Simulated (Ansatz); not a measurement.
AgB2:

```
Ag B
1.0
     3.00000    0.00000    0.00000
    -1.50000    2.59808    0.00000
     0.00000    0.00000    3.24000
Ag B
1 2
Cartesian
  0.0000 0.0000 0.0000
  1.5000 0.8660 1.6200
  0.0000 1.7321 1.6200
```

* Program: Ansatz 0.2.0
* Task: relaxation of cell and atoms
* Functional: PBEsol
* Potentials or basis: Ansatz PAW
* Cutoff: 420 eV (not typed: the program's choice for these potentials)
* k mesh: 10 × 10 × 8
* Occupations: fermi-dirac, width 0.05 eV
* Spin: no spin polarisation

At the start: volume 8.42 Å³/atom.

Task: Where does the relaxation end?

Result: It ends after 13 steps and the volume is 10.33 Å³/atom (+22.7 %); space group P6/mmm (No. 191, to 0.05 Å).

Step by step:
| step | energy change (eV) | largest force (eV/Å) | volume (Å³) |
| --- | --- | --- | --- |
| 1 | 0.0000 | 0.0000 | 25.25 |
| 2 | -0.5327 | 0.0000 | 27.30 |
| 3 | -0.7897 | 0.0000 | 28.86 |
| 4 | -0.9096 | 0.0000 | 29.07 |
| 5 | -0.9724 | 0.0000 | 30.35 |
| 6 | -0.9729 | 0.0000 | 30.54 |
| 7 | -0.9729 | 0.0000 | 30.54 |
| 8 | -1.0089 | 0.0000 | 30.54 |
| 9 | -1.0147 | 0.0000 | 30.85 |
| 10 | -1.0152 | 0.0000 | 30.97 |
| 11 | -1.0156 | 0.0000 | 30.97 |
| 12 | -1.0156 | 0.0000 | 30.98 |
| 13 | -1.0156 | 0.0000 | 30.98 |

Final structure:
```
Ag B
1.0
     3.00215    0.00000    0.00000
    -1.50107    2.59994    0.00000
     0.00000    0.00000    3.96905
Ag B
1 2
Cartesian
  0.0000 0.0000 0.0000
  1.5011 0.8666 1.9845
  0.0000 1.7333 1.9845
```

Caveat: the volume moved by over 15 % at a fixed basis, so the end points are rough; the plane-wave basis is chosen anew once the cell has moved, so the energies of steps on either side of that aren't comparable; the PAW data sets come from PBE, with cores solved anew for the run's functional, which leaves a small shift of forces and pressure.
